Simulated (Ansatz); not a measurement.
# Au: a tetragonal deformation path

One table from this session's results is given with a row withheld; the runs are named, their logs left out.

The COD cell was measured well above room temperature, so it is larger than a cold one.

Computed with Ansatz 0.2.0 (DFT PBEsol, scalar-relativistic, plane waves, PAW, unless a step's input says otherwise).

### The structure to begin with

Symmetry: Fm-3m, No. 225, cubic system. The conventional cell has a = 4.091 Å, b = 4.091 Å, c = 4.091 Å, α = 90.00°, β = 90.00°, γ = 90.00°. Au (site symmetry m-3m) is surrounded by 12 Au at 2.89 Å.

Coordinates:

```
CELL_PARAMETERS angstrom
0.00000 2.04550 2.04550
2.04550 0.00000 2.04550
2.04550 2.04550 0.00000
ATOMIC_POSITIONS crystal
Au 0.00000 0.00000 0.00000
```

The cell is taken as given, not relaxed at this level.

### Zero of energy

The reference gives a free energy of -13007.1011 eV, pressure -1.01 GPa, largest force 0.000 eV/Å and gap on the mesh none (metal). It was computed beforehand with the settings of the runs below.

The first run:

At fixed volume and fractional coordinates, lengths along (0.000, 0.000, 1.000) are scaled against those across it; ρ is that ratio over its starting value.

input.yaml

```yaml
crystal:
  lattice:
    - [0.0, 2.2961117053, 1.6233509757]
    - [2.2961117053, 0.0, 1.6233509757]
    - [2.2961117053, 2.2961117053, 0.0]
  atoms:
    - { symbol: Au, position: [0.0, 0.0, 0.0] }
basis:
  ecutwfc: 420
kpoints:
  mp_grid: { grid: [22, 22, 22] }
hamiltonian:
  xc: pbesol
scf:
  occupations: { method: gaussian, width: 0.15 }
output:
  forces: true
  stress: true
  eigenvalues: true
  write_density: true
  write_potential: true
  elf: true
  volumetric_format: npy
```

The run is started by

```sh
ansatz run input.yaml --threads 1 --pin off --max-ram 2560MiB --backend cpu --events-out ev --progress --plain --runs-dir out
```

Steps of the session up to this table: At ρ = 0.707; ρ = 1.414; ρ = 0.850; ρ = 1.200; Point ρ = 0.780; At ρ = 1.300; ρ = 0.920; At ρ = 1.100; Point ρ = 0.650; At ρ = 1.500; ρ = 0.960; At ρ = 1.050.

One table of the session follows, with a row left open; its other results are not shown here.

```
    ρ  ΔE (meV/atom)  pressure (GPa)
0.650           18.3            -0.6
0.707           20.3            -0.7
0.780           17.8            -0.7
0.850           12.4            -0.7
0.920            5.6            -0.9
0.960            1.6            -1.0
1.000            0.0            -1.0
1.050            2.8            -0.9
1.100           12.3            -0.6
1.200           60.0             1.7
1.300              ?               ?
1.414          330.0            13.3
1.500          501.5            20.5
```

Estimate the missing values for ρ = 1.300.

Worked estimate for «ΔE (meV/atom)». A straight line through the neighbours (1.200, 60.0) and (1.414, 330.0) gives 60.0 + (330.0 − 60.0) × (1.300 − 1.200) / (1.414 − 1.200) = 186.2; a parabola fitted to 4 rows on both sides gives 158.0.

As computed: ΔE (meV/atom): 155.9; pressure (GPa): 6.0. In «ΔE (meV/atom)» the line misses by +30.3 and the parabola by +2.1.
